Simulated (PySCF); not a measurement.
# C2H5BO2: the cost of one run

Computed with PySCF 2.14.0, with density-fitted response routines of our own, on a single molecule in the gas phase. Atoms are numbered from 0 throughout.

## Step 1: The starting structure

10 atoms, charge 0, multiplicity 1; geometry from: GFN2-xTB. The atoms were then displaced at random by about 0.01 Å, so the start is not that level's minimum.

Bonds of the start (Å): B0–O1 1.32, O1–C2 1.40, C2–C3 1.53, C3–O4 1.45, O4–B0 1.37, B0–H5 1.17, C2–H6 1.12, C2–H7 1.11, C3–H8 1.11, C3–H9 1.07.

## Step 2: Relaxing the molecule at PBE0-D3(BJ)/def2-SVP

The job: settings as JSON, then the geometry in Å.

```
{"job": {"xc": "PBE0", "basis": "def2-SVP", "d3": "d3bj", "grid": 1, "shake": 0.01, "kind": "geom"}, "charge": 0, "multiplicity": 1}
B     -1.330870    -0.658520     0.015020
O     -0.203960    -1.339570    -0.128930
C      0.869850    -0.434440    -0.104210
C      0.272210     0.963360     0.076350
O     -1.153480     0.696580     0.124800
H     -2.405350    -1.120210     0.019210
H      1.554420    -0.698590     0.740510
H      1.464910    -0.512890    -1.037030
H      0.543350     1.458540     1.027260
H      0.439350     1.624800    -0.754040
```

Launch:

```console
$ OMP_NUM_THREADS=1 python probes_run.py task.json out
```

One launch serves the whole session: the jobs run in the order shown.

Q: Estimate the wall time and peak memory of this first job on 1 thread of Arm Neoverse V2, shared host.

About 13 s, with a peak of 0.39 GiB.
